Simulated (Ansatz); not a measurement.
# Ga2AsN (ordered alloy on rocksalt lattice): Wannier inputs, tried as typed

Aim: run 4 Wannier inputs for Ga2AsN (ordered alloy on rocksalt lattice) as typed, and read from each log whether it ends well.

Computed with Ansatz 0.2.0 (plane waves, PAW; the settings change from run to run, as each input shows, unless a step's input says otherwise).

1 further run of the same task is left out (it didn't finish).

## (1) The system as given

The structure is trigonal, space group R-3m (No. 166). Conventional cell: a = 3.293 Å, b = 3.293 Å, c = 17.863 Å, α = 90.00°, β = 90.00°, γ = 120.00°. N (site symmetry -3m) is surrounded by 6 Ga at 2.24 Å. As (site symmetry -3m) is surrounded by 6 Ga at 2.62 Å. Around Ga (site symmetry 3m) lie 3 N at 2.24 Å and 3 As at 2.62 Å.

Structure file:

```cif
data_structure
_symmetry_space_group_name_H-M 'P 1'
_symmetry_Int_Tables_number 1
_cell_length_a 6.2504
_cell_length_b 6.2504
_cell_length_c 6.2504
_cell_angle_alpha 30.547
_cell_angle_beta 30.547
_cell_angle_gamma 30.547
_cell_volume 55.92
loop_
_atom_site_label
_atom_site_type_symbol
_atom_site_fract_x
_atom_site_fract_y
_atom_site_fract_z
_atom_site_occupancy
N1 N 0.00000 0.00000 0.00000 1
As1 As 0.50000 0.50000 0.50000 1
Ga1 Ga 0.26732 0.26732 0.26732 1
Ga2 Ga 0.73268 0.73268 0.73268 1
```

The cell was relaxed beforehand with r2SCAN; those runs aren't shown.

## (2) Try 1

input.yaml

```yaml
crystal:
  lattice:
    - [1.6465440432, 0.9506326466, 5.9542266724]
    - [-1.6465440432, 0.9506326466, 5.9542266724]
    - [0.0, -1.9012652932, 5.9542266724]
  atoms:
    - { symbol: "N", position: [1.0, 0.0, 0.0] }
    - { symbol: As, position: [0.5, 0.5, 0.5] }
    - { symbol: Ga, position: [0.26732311, 0.26732311, 0.26732311] }
    - { symbol: Ga, position: [0.73267689, 0.73267689, 0.73267689] }
kpoints:
  mp_grid: { grid: [8, 8, 8] }
  band_path:
    path:
      - [[0.0, 0.0, 0.0], [0.5, 0.5, 0.5], [0.816339808805, 0.183660191195, 0.5]]
      - [[0.5, -0.183660191195, 0.183660191195], [0.5, 3.40230051339e-17, -1.631675408144e-16], [0.0, 0.0, 0.0], [0.3418300955975, -0.3418300955975, -8.017167388642e-18]]
      - [[0.6581699044025, 6.40054344791e-17, 0.3418300955975], [0.5, 1.455662186098e-16, 0.5], [0.0, 0.0, 0.0]]
    npoints: 10
hamiltonian:
  xc: pbe
scf:
  occupations: { method: fermi_dirac, width: 0.02 }
  n_extra_bands: 8
output:
  forces: false
  stress: false
  eigenvalues: true
  wannier:
    kmesh: [6, 6, 6]
    projections:
      - { species: Ga, l: s, shell: 4 }
      - { species: "N", l: p, shell: 2 }
      - { species: As, l: p, shell: 4 }
    minimise: true
    write_hr: true
    conv_tol: 1.0e-08
    max_iter: 3000
    disentanglement: { window: [4.55, 26.55], frozen_window: [7.55, 15.35] }
```

Command:

```
> ansatz run input.yaml --threads 4 --pin off --max-ram 3686MiB --backend cpu --events-out ev --progress --plain --runs-dir out
```

The program printed:

```text
Warning: RAYON_NUM_THREADS=4 ignored (pool sized by the plan → 4); use --threads N
basis.fft_grid_basis auto: the FFT boxes are laid along the combinations [[1, 0, -1], [0, 1, -1], [0, 0, 1]] of the cell's own vectors, 3.293, 3.293 and 6.250 Å long. The dense box has 24×24×45 points. Along the cell's own vectors, as sized, it would have 45×45×45, 3.52 times as many. Of the 12 symmetry operations that the crystal satisfies within crystal.symmetry.tolerance (time reversal apart; of a slab, those that keep its plane) the dense box along the cell's own vectors carries 12, and the one as laid loses 8 of those. basis.fft_grid_basis: typed keeps the cell's own vectors: state it where this run's energies or levels are differenced outside the engine with another run's, or held beside a run that keeps those vectors.
scf.n_extra_bands = 8 over 23 filled bands (N_el = 46.0): the run solves 31 bands
Engine: ansatz 0.2.0, aarch64-unknown-linux-gnu
Pseudopotentials: kind: paw
Pseudopotential: N, paw, valence charge 5, recommended cutoff 420 eV (normal), N.paw.azcp
Pseudopotential: As, paw, valence charge 15, recommended cutoff 420 eV (normal), As.paw.azcp
Pseudopotential: Ga, paw, valence charge 13, recommended cutoff 420 eV (normal), Ga.paw.azcp
Functional definition: PBE
  parameter kappa = 0.804
  parameter beta = 0.06672455060314922
  exchange = pbe_x(kappa = kappa, mu = beta*pi^2/3)
  correlation = pbe_c(beta = beta)
Crystal: 4 atoms, lattice volume = 55.919 Å³
Basis set: ecut = 420 eV, 1099 PW (Γ), FFT grids on a1−a3, a2−a3, a3
Bands: 31, of which v1, the nominal top of the filled ones, is band 23 counted from 1 (22 counted from 0)
Symmetry: 12 space group operations
Space group: R-3m (ITA 166), of the structure as read, at distance tolerance 3.8e-5 Å
k-points: 65 of 512
Non-local potential: N, projectors of the file, l = 0: 2, l = 1: 2, l = 2: 1
Non-local potential: As, projectors of the file, l = 0: 2, l = 1: 2, l = 2: 3, l = 3: 1
Non-local potential: Ga, projectors of the file, l = 0: 2, l = 1: 2, l = 2: 3, l = 3: 1
PAW form: soft (Blöchl's): semilocal exchange-correlation on the pseudo side does not see the compensation charge
PAW one-centre angular grid: N, 110 points (default); XC on 64 Gauss nodes
PAW one-centre angular grid: As, 590 points (default); XC on 64 Gauss nodes
PAW one-centre angular grid: Ga, 590 points (default); XC on 64 Gauss nodes
Initial density: superposition of atomic densities (neutral atoms: chi_scale 0, normalization atom), corrected by the library's trained network
Initial wavefunctions: pseudopotential atomic-orbital guess
Functional: x = pbe(κ = 0.804, μ = 0.2195149727645171), c = pbe(β = 0.06672455060314922)
SCF iter   1: F=—  HF=-12805.122744 eV  |F-HF|=—  |Δ(HF+E_count)|=         —  Δρ=5.29e-3  dr2=5.24e-2  ethr=1.77e-3  ⟨swp⟩=6.0  Hψ=8475  notcnv=0
preconditioner: auto → Kerker (q_TF=auto, 2.641 Å⁻¹)  [metal: Δε(μ)=0.003 eV  Ē_g=16.791 eV  σ=0.020 eV  W_gap=0.04  n_scr=22 (ndim 8)  ℏωp=29.8 eV  f_vac=0.000  D(μ)=2.07/eV (n_scr^D=16)]
SCF iter   2: F=—  HF=-12805.118480 eV  |F-HF|=—  |Δ(HF+E_count)|=   4.26e-3  Δρ=3.20e-3  dr2=2.49e-2  ethr=1.14e-4  ⟨swp⟩=1.2  Hψ=2553  notcnv=0  defer=77
SCF iter   3: F=—  HF=-12805.114811 eV  |F-HF|=—  |Δ(HF+E_count)|=   3.67e-3  Δρ=9.07e-4  dr2=2.58e-3  ethr=5.42e-5  ⟨swp⟩=2.0  Hψ=2295  notcnv=0  defer=151
SCF iter   4: F=—  HF=-12805.114119 eV  |F-HF|=—  |Δ(HF+E_count)|=   6.92e-4  Δρ=5.61e-4  dr2=5.43e-4  ethr=5.60e-6  ⟨swp⟩=2.0  Hψ=3680  notcnv=0  defer=161
SCF iter   5: F=—  HF=-12805.113993 eV  |F-HF|=—  |Δ(HF+E_count)|=   1.26e-4  Δρ=1.92e-4  dr2=1.98e-5  ethr=1.18e-6  ⟨swp⟩=2.0  Hψ=2394  notcnv=0  defer=161
SCF iter   6: F=—  HF=-12805.113989 eV  |F-HF|=—  |Δ(HF+E_count)|=   3.72e-6  Δρ=4.58e-5  dr2=1.93e-6  ethr=4.31e-8  ⟨swp⟩=2.0  Hψ=3337  notcnv=0  defer=161
SCF iter   7: F=—  HF=-12805.113989 eV  |F-HF|=—  |Δ(HF+E_count)|=   6.11e-7  Δρ=2.62e-5  dr2=2.84e-7  ethr=4.21e-9  ⟨swp⟩=2.0  Hψ=3337  notcnv=0  defer=161
SCF iter   8: F=-12805.113988 eV  HF=-12805.113988 eV  |F-HF|=2.89e-8  |Δ(HF+E_count)|=   2.72e-7  Δρ=1.03e-5  dr2=5.63e-8  ethr=2.17e-10  ⟨swp⟩=7.4  Hψ=7990  notcnv=0
SCF 1 converged in 8 iterations: F = -12805.113988 eV  dr2 = 5.63e-8
NSCF: frozen V_eff on 73 k-points
NSCF: frozen V_eff on 35 k-points
the Wannier pass solved 35 of the 216 points of its mesh, and has the states at the others by symmetry: states obtained by the crystal's operations at points that were solved too leave a residual of 2.91e-13 eV (read by the count's bands and the next), within 8.33e-6 eV
NSCF: frozen V_eff on 35 k-points
the Wannier pass solved 35 of the 216 points of its mesh, and has the states at the others by symmetry: states obtained by the crystal's operations at points that were solved too leave a residual of 2.58e-13 eV (read by the count's bands and the next), within 8.33e-6 eV
NSCF: frozen V_eff on 35 k-points
the Wannier pass solved 35 of the 216 points of its mesh, and has the states at the others by symmetry: states obtained by the crystal's operations at points that were solved too leave a residual of 3.46e-13 eV (read by the count's bands and the next), within 8.33e-6 eV
SCF converged after 8 iterations
Free energy (F): -12805.113988 eV
Harris-Foulkes:  -12805.113988 eV  (|F-HF|=2.89e-8)
Internal energy: -12805.111542 eV  (E = F + TS)
E sigma→0 (E₀):  -12805.112765 eV
Entropy (-TS):   -0.002447 eV (-0.612 meV/atom)
Fermi energy:    12.644618 eV
--- Per-component energies (eV) ---
  E_band       = -191.289891
  E_kinetic    = 463.309285
  E_local      = -4929.794173  (includes V_loc(G=0)·N_el)
  E_nonlocal   = 228.134874
  E_hartree    = 2466.732184
  E_xc         = -277.581322
  E_vxc        = -271.939560  (∫ρ·V_xc dr)
  E_paw        = -5942.702212  (= ΣΔE_a)
  E_vpaw       = -614.464750  (= ΣTr[D̂ρ^β])
  E_aug_tail   = -0.000072  (compensation charges beyond the density's cutoff)
  E_ewald      = -4813.210105
  E_smearing   = -0.002447  (= −TS)
  E_closure    = 0.000000  (closes the sum)
  Σ components = -12805.113988   (vs F -12805.113988, Δ=0.00e0)
--- Band table (eV; the first three rows and the last of 65) ---
  k-point 0: bands = ["-23.1740", "-23.1740", "-23.1503", "-23.1503", "-23.1454", "-3.9545", "-2.8728", "-2.8728", "-2.8514", "-2.8061", "-2.8061", "-2.8041", "-2.7601", "-2.7601", "-2.6841", "-2.6841", "-0.6201", "3.3596", "10.1718", "10.1718", "10.5918", "10.7581", "14.5464", "14.5464", "16.9666", "17.8421", "17.8421", "18.9939", "20.2982", "22.2707", "22.3389"]
  k-point 1: bands = ["-23.1742", "-23.1721", "-23.1512", "-23.1505", "-23.1444", "-3.8377", "-2.8594", "-2.8571", "-2.8397", "-2.8040", "-2.7996", "-2.7849", "-2.7725", "-2.7551", "-2.6966", "-2.6825", "-0.3471", "3.6513", "8.5862", "9.9598", "10.5640", "11.7791", "12.9311", "13.9688", "16.1765", "17.9596", "18.4334", "19.7822", "20.3457", "20.6597", "21.5867"]
  k-point 2: bands = ["-23.1747", "-23.1676", "-23.1533", "-23.1509", "-23.1417", "-3.6815", "-2.8563", "-2.8443", "-2.8319", "-2.7962", "-2.7790", "-2.7730", "-2.7344", "-2.7292", "-2.6790", "-2.4501", "0.3434", "4.4966", "6.7934", "9.3086", "9.4982", "10.4735", "13.0171", "13.5860", "14.7266", "16.9870", "18.6760", "19.0635", "19.1194", "21.0151", "21.1871"]
  k-point 64: bands = ["-23.1740", "-23.1740", "-23.1503", "-23.1503", "-23.1454", "-3.7890", "-2.8639", "-2.8639", "-2.8581", "-2.8019", "-2.8019", "-2.7689", "-2.7689", "-2.7539", "-2.6886", "-2.6886", "-1.3449", "5.5806", "6.8681", "10.1649", "10.1649", "13.2468", "14.4254", "14.4254", "15.6669", "19.1509", "19.2680", "19.2680", "19.7258", "19.7258", "20.7704"]
Error: a combination of the trial orbitals is all but absent from the optimal subspace at ik = 21: its weight there is 1.8e-15 of the largest combination's or less, which the computation cannot tell from zero, so that the projections give no starting gauge (the trial orbitals are those of output.wannier.projections, and ik = 21 is k-point 22 of the .win and .amn files); move output.wannier.disentanglement.frozen_window, whose bands are always kept in the subspace
```

Wall time 23 s (4 threads of Arm Neoverse N1, shared host); peak memory 0.53 GiB.

Diagnosis: It ended in an error. Some combination of the trial orbitals has almost no weight, at one k point, in the states chosen from the window. To mend it, choose trial orbitals that match the bands, or move the windows as the message advises.

## (3) Try 2

input.yaml: that of step 2 with these lines changed.

```diff
@@ -19,3 +19,3 @@
 hamiltonian:
-  xc: pbe
+  xc: r2scan
 scf:
@@ -37,2 +37,2 @@
     max_iter: 3000
-    disentanglement: { window: [4.55, 26.55], frozen_window: [7.55, 15.35] }
+    disentanglement: { window: [4.52, 26.52], frozen_window: [7.52, 15.32] }
```

Command:

```
> ansatz run input.yaml --threads 4 --pin off --max-ram 3686MiB --backend cpu --events-out ev --progress --plain --runs-dir out
```

The program printed:

```text
Warning: RAYON_NUM_THREADS=4 ignored (pool sized by the plan → 4); use --threads N
basis.fft_grid_basis auto: the FFT boxes are laid along the combinations [[1, 0, -1], [0, 1, -1], [0, 0, 1]] of the cell's own vectors, 3.293, 3.293 and 6.250 Å long. The dense box has 25×25×48 points. Along the cell's own vectors, as sized, it would have 48×48×48, 3.69 times as many. Of the 12 symmetry operations that the crystal satisfies within crystal.symmetry.tolerance (time reversal apart; of a slab, those that keep its plane) the dense box along the cell's own vectors carries 12, and the one as laid loses 8 of those. basis.fft_grid_basis: typed keeps the cell's own vectors: state it where this run's energies or levels are differenced outside the engine with another run's, or held beside a run that keeps those vectors.
scf.n_extra_bands = 8 over 23 filled bands (N_el = 46.0): the run solves 31 bands
[... 2 set-up lines as earlier in the session ...]
Pseudopotential: N, paw, valence charge 5, recommended cutoff 500 eV (meta_gga), N.paw.azcp
Pseudopotential: As, paw, valence charge 15, recommended cutoff 500 eV (meta_gga), As.paw.azcp
Pseudopotential: Ga, paw, valence charge 13, recommended cutoff 500 eV (meta_gga), Ga.paw.azcp
Functional definition: r2SCAN
  parameter k0 = 0.174
  parameter k1 = 0.065
  parameter a1 = 4.9479
  exchange = r2scan_x(k0 = k0, k1 = k1, a1 = a1)
  correlation = r2scan_c
Crystal: 4 atoms, lattice volume = 55.919 Å³
Basis set: ecut = 500 eV, 1419 PW (Γ), FFT grids on a1−a3, a2−a3, a3, exchange–correlation on 100×100×192 points (64 copies of the dense FFT grid, shifted against one another)
Bands: 31, of which v1, the nominal top of the filled ones, is band 23 counted from 1 (22 counted from 0)
[... 2 set-up lines as earlier in the session ...]
k-points: 65 of 512
[... 4 set-up lines as earlier in the session ...]
PAW frozen core: N, regenerated for the run's functional (the file was generated under x = pbe(κ = 0.804, μ = 0.2195149727645171), c = pbe(β = 0.06672455060314922))
PAW frozen core: As, regenerated for the run's functional (the file was generated under x = pbe(κ = 0.804, μ = 0.2195149727645171), c = pbe(β = 0.06672455060314922))
PAW frozen core: Ga, regenerated for the run's functional (the file was generated under x = pbe(κ = 0.804, μ = 0.2195149727645171), c = pbe(β = 0.06672455060314922))
PAW one-centre angular grid: N, 302 points (default); XC on 160 Gauss nodes
PAW one-centre angular grid: As, 590 points (default); XC on 160 Gauss nodes
PAW one-centre angular grid: Ga, 590 points (default); XC on 160 Gauss nodes
[... 2 set-up lines as earlier in the session ...]
Functional: x = r2scan, c = r2scan; τ floored in thin density (d = 2e-4 eV/Å³)
SCF iter   1: F=—  HF=-12828.976971 eV  |F-HF|=—  |Δ(HF+E_count)|=         —  Δρ=1.29e-2  dr2=1.22e-1  dr2_τ=3.13e-2  ethr=1.77e-3  ⟨swp⟩=5.9  Hψ=8964  notcnv=0
preconditioner: auto → Kerker (q_TF=auto, 2.641 Å⁻¹)  [metal: Δε(μ)=0.017 eV  Ē_g=17.798 eV  σ=0.020 eV  W_gap=0.21  n_scr=22 (ndim 8)  ℏωp=29.8 eV  f_vac=0.000  D(μ)=2.06/eV (n_scr^D=16)]
SCF iter   2: F=—  HF=-12829.035900 eV  |F-HF|=—  |Δ(HF+E_count)|=   5.89e-2  Δρ=6.07e-3  dr2=4.40e-2  dr2_τ=1.19e-3  ethr=2.65e-4  ⟨swp⟩=2.0  Hψ=3949  notcnv=0  defer=172
SCF iter   3: F=—  HF=-12829.031540 eV  |F-HF|=—  |Δ(HF+E_count)|=   4.36e-3  Δρ=3.46e-3  dr2=1.80e-2  dr2_τ=1.86e-4  ethr=9.57e-5  ⟨swp⟩=2.0  Hψ=2194  notcnv=0  defer=172
SCF iter   4: F=—  HF=-12829.028906 eV  |F-HF|=—  |Δ(HF+E_count)|=   2.63e-3  Δρ=1.29e-3  dr2=1.86e-3  dr2_τ=1.72e-5  ethr=3.90e-5  ⟨swp⟩=2.7  Hψ=2794  notcnv=0  defer=172
SCF iter   5: F=—  HF=-12829.028880 eV  |F-HF|=—  |Δ(HF+E_count)|=   2.54e-5  Δρ=5.44e-4  dr2=2.65e-4  dr2_τ=9.89e-6  ethr=4.04e-6  ⟨swp⟩=2.0  Hψ=3619  notcnv=0  defer=172
SCF iter   6: F=—  HF=-12829.028797 eV  |F-HF|=—  |Δ(HF+E_count)|=   8.34e-5  Δρ=2.16e-4  dr2=3.71e-5  dr2_τ=6.18e-7  ethr=5.76e-7  ⟨swp⟩=2.0  Hψ=3328  notcnv=0  defer=172
SCF iter   7: F=—  HF=-12829.028801 eV  |F-HF|=—  |Δ(HF+E_count)|=   4.43e-6  Δρ=7.38e-5  dr2=5.66e-6  dr2_τ=3.09e-8  ethr=8.06e-8  ⟨swp⟩=2.0  Hψ=2945  notcnv=0  defer=172
SCF iter   8: F=—  HF=-12829.028801 eV  |F-HF|=—  |Δ(HF+E_count)|=   1.08e-7  Δρ=2.39e-5  dr2=3.78e-7  dr2_τ=1.04e-8  ethr=1.23e-8  ⟨swp⟩=3.0  Hψ=3380  notcnv=0  defer=172
SCF iter   9: F=-12829.028801 eV  HF=-12829.028801 eV  |F-HF|=4.87e-8  |Δ(HF+E_count)|=   9.44e-8  Δρ=9.62e-6  dr2=6.00e-8  dr2_τ=6.10e-9  ethr=2.17e-10  ⟨swp⟩=7.3  Hψ=7202  notcnv=0
SCF 1 converged in 9 iterations: F = -12829.028801 eV  dr2 = 6.00e-8
NSCF: frozen V_eff on 73 k-points
NSCF: frozen V_eff on 35 k-points
the Wannier pass solved 35 of the 216 points of its mesh, and has the states at the others by symmetry: states obtained by the crystal's operations at points that were solved too leave a residual of 3.84e-13 eV (read by the count's bands and the next), within 8.33e-6 eV
NSCF: frozen V_eff on 35 k-points
the Wannier pass solved 35 of the 216 points of its mesh, and has the states at the others by symmetry: states obtained by the crystal's operations at points that were solved too leave a residual of 4.55e-13 eV (read by the count's bands and the next), within 8.33e-6 eV
NSCF: frozen V_eff on 35 k-points
the Wannier pass solved 35 of the 216 points of its mesh, and has the states at the others by symmetry: states obtained by the crystal's operations at points that were solved too leave a residual of 6.33e-13 eV (read by the count's bands and the next), within 8.33e-6 eV
SCF converged after 9 iterations
Free energy (F): -12829.028801 eV
Harris-Foulkes:  -12829.028801 eV  (|F-HF|=4.87e-8)
Internal energy: -12829.026727 eV  (E = F + TS)
E sigma→0 (E₀):  -12829.027764 eV
Entropy (-TS):   -0.002075 eV (-0.519 meV/atom)
Fermi energy:    12.585593 eV
--- Per-component energies (eV) ---
  E_band       = -220.392299
  E_kinetic    = 462.476449
  E_local      = -4937.213328  (includes V_loc(G=0)·N_el)
  E_nonlocal   = 232.954923
  E_hartree    = 2474.399623
  E_xc         = -258.085483
  E_vxc        = -287.138514  (∫ρ·V_xc dr)
  E_paw        = -5987.555602  (= ΣΔE_a)
  E_vpaw       = -655.593595  (= ΣTr[D̂ρ^β])
  E_aug_tail   = -0.000092  (compensation charges beyond the density's cutoff)
  E_vtau       = 15.324191  (kinetic-family band-sum trace: ∫τ·v_τ [+ j·A + Jᵃ·Aᵃ] dr)
  E_ewald      = -4813.210105
  E_core_change = -2.793112  (= ΣΔE_core)
  E_smearing   = -0.002075  (= −TS)
  E_closure    = 0.000000  (closes the sum)
  Σ components = -12829.028801   (vs F -12829.028801, Δ=0.00e0)
--- Band table (eV; the first three rows and the last of 65) ---
  k-point 0: bands = ["-23.9592", "-23.9592", "-23.9352", "-23.9352", "-23.9296", "-5.0002", "-3.6107", "-3.6107", "-3.5703", "-3.5320", "-3.5320", "-3.5290", "-3.4925", "-3.4925", "-3.4115", "-3.4115", "-1.3391", "2.9331", "9.8658", "9.8658", "10.2979", "10.8764", "14.5154", "14.5154", "17.4067", "18.0696", "18.0696", "19.4479", "20.7396", "22.7415", "22.7415"]
  k-point 1: bands = ["-23.9594", "-23.9572", "-23.9362", "-23.9353", "-23.9285", "-4.8796", "-3.5970", "-3.5966", "-3.5614", "-3.5290", "-3.5256", "-3.5103", "-3.5067", "-3.4879", "-3.4265", "-3.4100", "-1.0497", "3.2356", "8.3268", "9.6479", "10.2783", "11.8021", "12.9287", "13.9157", "16.4078", "18.3505", "18.6878", "20.1681", "20.8124", "21.1406", "22.0190"]
  k-point 2: bands = ["-23.9601", "-23.9524", "-23.9384", "-23.9355", "-23.9255", "-4.6807", "-3.5867", "-3.5791", "-3.5608", "-3.5226", "-3.5090", "-3.4958", "-3.4617", "-3.4616", "-3.4067", "-3.2454", "-0.3153", "4.1127", "6.4634", "9.1306", "9.1728", "10.2182", "12.9208", "13.7209", "14.8632", "17.2743", "19.1525", "19.4185", "19.4633", "21.5474", "21.6038"]
  k-point 64: bands = ["-23.9592", "-23.9592", "-23.9352", "-23.9352", "-23.9296", "-4.8565", "-3.6012", "-3.6012", "-3.5794", "-3.5280", "-3.5280", "-3.5014", "-3.5014", "-3.4785", "-3.4163", "-3.4163", "-2.0258", "5.1633", "6.5979", "9.8590", "9.8590", "13.4114", "14.3941", "14.3941", "15.9385", "19.5851", "19.5851", "19.6746", "20.0134", "20.0134", "21.2550"]
Error: a combination of the trial orbitals is all but absent from the optimal subspace at ik = 21: its weight there is 1.8e-15 of the largest combination's or less, which the computation cannot tell from zero, so that the projections give no starting gauge (the trial orbitals are those of output.wannier.projections, and ik = 21 is k-point 22 of the .win and .amn files); move output.wannier.disentanglement.frozen_window, whose bands are always kept in the subspace
```

Run time: 36 s. Hardware: 4 threads of Arm Neoverse N1, shared host; peak memory 0.67 GiB.

**Diagnosis.** It ended in an error. Some combination of the trial orbitals has almost no weight, at one k point, in the states chosen from the window. Cure: choose trial orbitals that match the bands, or move the windows as the message advises.

[end of part 1 of 2]
